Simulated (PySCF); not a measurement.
**Zn: changing the method**

Aim: see what other levels and later steps give for Zn.

Program: PySCF 2.14.0. Level of theory: method and basis as typed in the scripts. These are calculated values, not measurements.

### Step 1. The atom

Zn: 1 atom, charge 0, spin multiplicity 1.

### Step 2. The run that the others are compared with

input.py

```python
from pyscf import gto, scf, cc

mol = gto.M(
    atom='Zn 0 0 0',
    basis='ano-rcc-vdzp',
    charge=0,
    spin=0,
    symmetry=True,
    verbose=4,
)
mf = scf.RHF(mol)
mf = mf.sfx2c1e()
mf.kernel()
mycc = cc.CCSD(mf, frozen=5)
mycc.kernel()
mycc.ccsd_t()
mf.dip_moment()
print('orbital energies (hartree):', mf.mo_energy[..., max(0, mol.nelec[1]-3):mol.nelec[0]+3].round(4))
```

Started as:

```sh
$ OMP_NUM_THREADS=1 python input.py
```

### Step 3. CCSD

Variant 1 changes step after the SCF: ccsd(t) → ccsd.

input.py: that of step 2 with these lines changed.

```diff
@@ -15,3 +15,2 @@
 mycc.kernel()
-mycc.ccsd_t()
 mf.dip_moment()
```

### Step 4. Polarisability

Variant 2 changes step after the SCF: ccsd(t) → polarizability.

input.py: that of step 2 with these lines changed.

```diff
@@ -1,2 +1,3 @@
-from pyscf import gto, scf, cc
+from pyscf import gto, scf
+from pyscf.prop.polarizability import rhf as pol
 
@@ -13,5 +14,4 @@
 mf.kernel()
-mycc = cc.CCSD(mf, frozen=5)
-mycc.kernel()
-mycc.ccsd_t()
+print('polarizability (a.u.)')
+print(pol.Polarizability(mf).polarizability().round(4))
 mf.dip_moment()
```

### Step 5. SCF alone

Variant 3 changes step after the SCF: ccsd(t) → none.

input.py: that of step 2 with these lines changed.

```diff
@@ -1,2 +1,2 @@
-from pyscf import gto, scf, cc
+from pyscf import gto, scf
 
@@ -13,5 +13,2 @@
 mf.kernel()
-mycc = cc.CCSD(mf, frozen=5)
-mycc.kernel()
-mycc.ccsd_t()
 mf.dip_moment()
```

### Step 6. MP2

Variant 4 changes step after the SCF: ccsd(t) → mp2; frozen orbitals: 5 → none.

input.py: that of step 2 with these lines changed.

```diff
@@ -1,2 +1,2 @@
-from pyscf import gto, scf, cc
+from pyscf import gto, scf, mp
 
@@ -13,5 +13,3 @@
 mf.kernel()
-mycc = cc.CCSD(mf, frozen=5)
-mycc.kernel()
-mycc.ccsd_t()
+mp.MP2(mf).kernel()
 mf.dip_moment()
```

Q: Predict the outcome of this session. Wanted: for each run, E(SCF); from base; gap; after the SCF.

**Answer**, as computed:

```tsv
run	E(SCF) (hartree)	from base (eV)	cycles	gap (eV)	after the SCF
base	-1794.274613	0	5	10.19	CCSD(T) correlation -13.828 eV, core frozen
CCSD	-1794.274613	0.0000	5	10.19	CCSD correlation -13.553 eV, core frozen
polarisability	-1794.274613	0.0000	5	10.19	n/a
SCF alone	-1794.274613	0.0000	5	10.19	n/a
MP2	-1794.274613	0.0000	5	10.19	MP2 correlation -15.644 eV
```

**Reading.** On the same reference and core, CCSD(T) gains 13.83 eV in 3.2 s; CCSD reaches 98 % of that in 2.9 s.
